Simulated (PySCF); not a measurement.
# CH5InO2 (SMILES [CH3][In]([OH])[OH]) at 3 levels

Wanted: a comparison of 3 runs (PBE0/def2-SVP, B3LYP/def2-TZVP, PBE0/def2-TZVP) of CH5InO2. The job is set up through a Python script.

The calculation is run with PySCF 2.14.0.

## Step 1: The molecule

CH5InO2 has 9 atoms, charge 0, and is taken as a singlet. As SMILES, `[CH3][In]([OH])[OH]`. The shape is that of a PBE0-D4/def2-TZVP optimisation. This is one conformer, not always the lowest.

Bond lengths: C1–In2 2.127 Å, In2–O3 1.981 Å, In2–O4 1.993 Å, C1–H5 1.090 Å, C1–H6 1.090 Å, C1–H7 1.089 Å, O3–H8 0.961 Å, O4–H9 0.959 Å. Some angles: C1–In2–O3 124.7°, C1–In2–O4 129.1°, O3–In2–O4 106.2°, In2–C1–H5 109.8°, In2–C1–H6 109.5°, In2–C1–H7 109.4°, In2–O3–H8 111.0°, In2–O4–H9 114.4°, H5–C1–H6 109.0°, H5–C1–H7 109.7°.

## Step 2: Energy and forces at PBE0/def2-SVP (core potential) (run 1)

Input file input.xyz:

```xyz
9
CH5InO2
C     -0.086600     0.920200    -1.366200
In     0.122900    -0.336100     0.337800
O      1.440800    -1.806000     0.500900
O     -0.898600    -0.312900     2.048600
H     -1.126400     0.929200    -1.692800
H      0.212100     1.936300    -1.107700
H      0.547500     0.548900    -2.169800
H      1.365500    -2.243400     1.353100
H     -1.577100     0.363700     2.096100
```

Input file calc.py:

```python
from pyscf import gto, dft

molecule = gto.M(
    atom='input.xyz',
    verbose=4,
    ecp={'In': 'def2-svp'},
    max_memory=1860,
    basis='def2-svp',
)

myscf = dft.RKS(molecule)
myscf.xc = 'pbe0'
myscf.conv_tol = 1e-10
myscf.grids.level = 5
myscf.kernel()
if not myscf.converged:
    myscf = myscf.newton().run(myscf.mo_coeff, myscf.mo_occ)

energy = myscf.e_tot
print('Final energy', energy)
grad = myscf.nuc_grad_method().kernel()
myscf.analyze()
```

Started as:

```
$ OMP_NUM_THREADS=1 python calc.py
```

Log:

```text
PySCF version 2.14.0

[... 95 lines left out ...]
One-electron Energy =                 -987.627160636720873
[... 13 lines left out ...]
MO #9   energy= -0.952584997935176 occ= 2
[... 11 lines left out ...]
MO #21  energy= -0.304909624715931 occ= 2
[... 11 lines left out ...]
MO #33  energy= 0.195689411308523  occ= 0
[... 11 lines left out ...]
MO #45  energy= 0.660869281320149  occ= 0
[... 11 lines left out ...]
MO #57  energy= 1.20716568519005   occ= 0
[... 11 lines left out ...]
MO #69  energy= 1.79549226820502   occ= 0
[... 11 lines left out ...]
MO #81  energy= 2.80504624203082   occ= 0
[... 11 lines left out ...]
MO #93  energy= 61.1819043710877   occ= 0
[... 105 lines left out ...]
Dipole moment(X, Y, Z, Debye): -1.47036,  2.27536, -1.20223
```

Wall time 48 s (1 thread of Intel Xeon at 2.70GHz, shared host); peak memory 0.92 GiB.

## Step 3: Energy and forces at B3LYP/def2-TZVP (core potential) (run 2)

Input file input.py:

```python
import pyscf.grad
from pyscf import gto, dft

system = gto.Mole()
system.atom = '''
C     -0.163650     1.738926    -2.581744
In     0.232247    -0.635137     0.638349
O      2.722717    -3.412845     0.946564
O     -1.698108    -0.591295     3.871293
H     -2.128588     1.755934    -3.198928
H      0.400811     3.659077    -2.093250
H      1.034625     1.037271    -4.100328
H      2.580421    -4.239412     2.556988
H     -2.980287     0.687293     3.961055
'''
system.basis = 'def2-tzvp'
system.charge = 0
system.ecp = {'In': 'def2-svp'}
system.unit = 'bohr'
system.max_memory = 1860
system.verbose = 4
system.build()

mf = dft.RKS(system, xc='b3lyp')
mf.grids.level = 5
mf.conv_tol = 1e-10
mf.kernel()
if not mf.converged:
    mf = mf.newton().run(mf.mo_coeff, mf.mo_occ)

etot = mf.e_tot
print('E(%s) = %.9f' % ('B3LYP', etot))
grad = mf.Gradients().kernel()
dip = mf.dip_moment()
pop, q = mf.mulliken_pop()
```

Started as:

```
$ OMP_NUM_THREADS=1 python input.py
```

Log:

```text
PySCF version 2.14.0

[... 81 lines left out ...]
converged SCF energy = -381.887159487094
[... 13 lines left out ...]
Dipole moment(X, Y, Z, Debye): -1.43598,  2.33369, -1.36856
[... 183 lines left out ...]
charge of    8H =      0.29241
```

It took 2.9 min on 1 thread of Intel Xeon at 2.70GHz, shared host; peak memory 2.3 GiB.

## Step 4: Energy and gradient at PBE0/def2-TZVP (core potential) (run 3)

Input file run.py:

```python
import pyscf.grad
from pyscf import gto, dft

mol = gto.Mole()
mol.atom = '''
C     -0.086600     0.920200    -1.366200
In     0.122900    -0.336100     0.337800
O      1.440800    -1.806000     0.500900
O     -0.898600    -0.312900     2.048600
H     -1.126400     0.929200    -1.692800
H      0.212100     1.936300    -1.107700
H      0.547500     0.548900    -2.169800
H      1.365500    -2.243400     1.353100
H     -1.577100     0.363700     2.096100
'''
mol.charge = 0
mol.spin = 0
mol.verbose = 4
mol.basis = 'def2-tzvp'
mol.max_memory = 1860
mol.ecp = {'In': 'def2-svp'}
mol.build()

myscf = dft.RKS(mol)
myscf.xc = 'pbe0'
myscf.grids.level = 5
myscf.conv_tol = 1e-10
myscf.kernel()
if not myscf.converged:
    myscf = myscf.newton().run(myscf.mo_coeff, myscf.mo_occ)

e_final = myscf.e_tot
print('E = %.10f Eh' % e_final)
grad = myscf.Gradients().kernel()
myscf.analyze()
```

Started as:

```
$ OMP_NUM_THREADS=1 python run.py
```

Log:

```text
PySCF version 2.14.0

[... 107 lines left out ...]
MO #5   energy= -3.11157812314569  occ= 2
[... 20 lines left out ...]
MO #26  energy= -0.0206312102743298 occ= 0
[... 20 lines left out ...]
MO #47  energy= 0.446563107040231  occ= 0
[... 20 lines left out ...]
MO #68  energy= 0.914399313574176  occ= 0
[... 20 lines left out ...]
MO #89  energy= 1.71579572659464   occ= 0
[... 20 lines left out ...]
MO #110 energy= 2.38065249818299   occ= 0
[... 20 lines left out ...]
MO #131 energy= 3.34414646004125   occ= 0
[... 20 lines left out ...]
MO #152 energy= 5.47716830097534   occ= 0
[... 20 lines left out ...]
MO #173 energy= 125.352557216974   occ= 0
[... 185 lines left out ...]
Dipole moment(X, Y, Z, Debye): -1.44142,  2.33751, -1.36545
```

Wall time 2.6 min (1 thread of Intel Xeon at 2.70GHz, shared host); peak memory 2.3 GiB.

## Step 5: All runs side by side

| run | level | energy (Eh) | dipole moment (D) | HOMO energy (eV) | LUMO energy (eV) | wall time |
| --- | --- | --- | --- | --- | --- | --- |
| 1 | PBE0/def2-SVP (core potential) | -381.350134 | 2.96 | -7.70 | -0.64 | 48 s |
| 2 | B3LYP/def2-TZVP (core potential) | -381.887159 | 3.06 | -7.77 | -1.31 | 2.9 min |
| 3 | PBE0/def2-TZVP (core potential) | -381.601650 | 3.07 | -8.04 | -0.96 | 2.6 min |

## Step 6: What came out

```
                       quantity          value
            run 3: total energy  -381.60165 Eh
           run 3: dipole moment         3.07 D
             run 3: HOMO energy       -8.04 eV
             run 3: LUMO energy       -0.96 eV
           run 3: HOMO–LUMO gap        7.08 eV
run 3: largest force on an atom     0.014 eV/Å
```

**Reading.** The dipole moment (its size) runs from 2.96 D (PBE0/def2-SVP) to 3.07 D (PBE0/def2-TZVP). The HOMO–LUMO gap runs from 6.46 eV (B3LYP/def2-TZVP) to 7.08 eV (PBE0/def2-TZVP). Totals of different functionals can't be ranked against each other. All runs together took 6.3 min, the longest 2.9 min.
